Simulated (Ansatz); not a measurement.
# Si5Ge: the cost of one run

Method: DFT PBE, scalar-relativistic, plane waves, PAW, in Ansatz 0.2.0.

### Step 1. The structure to begin with

Symmetry: P4/mmm, No. 123, tetragonal system. The conventional cell has a = 3.882 Å, b = 3.882 Å, c = 7.160 Å, α = 90.00°, β = 90.00°, γ = 90.00°. Around Si (site symmetry 4/mmm) lie 2 Ge at 3.58 Å and 8 Si at 3.63 Å. Around Si (site symmetry 4mm) lie 5 Si at 2.29 to 2.41 Å. Si (site symmetry mmm) is surrounded by 2 Ge at 1.94 Å. Around Ge (site symmetry 4/mmm) lie 4 Si at 1.94 Å.

Structure file:

```cif
data_structure
_symmetry_space_group_name_H-M 'P 1'
_symmetry_Int_Tables_number 1
_cell_length_a 3.8816
_cell_length_b 3.8816
_cell_length_c 7.1601
_cell_angle_alpha 90.000
_cell_angle_beta 90.000
_cell_angle_gamma 90.000
_cell_volume 107.88
loop_
_atom_site_label
_atom_site_type_symbol
_atom_site_fract_x
_atom_site_fract_y
_atom_site_fract_z
_atom_site_occupancy
Si1 Si 0.50000 0.50000 0.50000 1
Si2 Si 0.00000 0.00000 0.16846 1
Si3 Si 0.00000 0.00000 0.83154 1
Si4 Si 0.00000 0.50000 0.00000 1
Si5 Si 0.50000 0.00000 0.00000 1
Ge1 Ge 0.50000 0.50000 0.00000 1
```

Recipe of the guess: random cell by space group and Wyckoff sites (P4/mmm, No. 123). Lengths come from tabulated atomic sizes and are only a guess.

### Step 2. A first look at the guess

File input.yaml:

```yaml
crystal:
  lattice:
    - [3.88158313, 0.0, 0.0]
    - [0.0, 3.88158313, 0.0]
    - [0.0, 0.0, 7.16006262]
  atoms:
    - { symbol: Si, position: [0.5, 0.5, 0.5] }
    - { symbol: Si, position: [0.0, 0.0, 0.16845611] }
    - { symbol: Si, position: [0.0, 0.0, 0.83154389] }
    - { symbol: Si, position: [0.0, 0.5, 0.0] }
    - { symbol: Si, position: [0.5, 0.0, 0.0] }
    - { symbol: Ge, position: [0.5, 0.5, 0.0] }
basis:
  ecutwfc: 420
kpoints:
  mp_grid: { grid: [4, 4, 4] }
hamiltonian:
  xc: pbe
scf:
  occupations: { method: gaussian, width: 0.1 }
  lower_state_search: "off"
output:
  forces: true
  stress: true
  eigenvalues: true
```

Command:

```console
ansatz run input.yaml --threads 1 --pin off --max-ram 2560MiB --backend cpu --events-out ev --progress --plain --runs-dir out
```

Q: Estimate wall time and peak memory on 1 thread of Intel Xeon Platinum 8488C (Sapphire Rapids), shared host.

About 2.2 s, with a peak of 0.41 GiB.
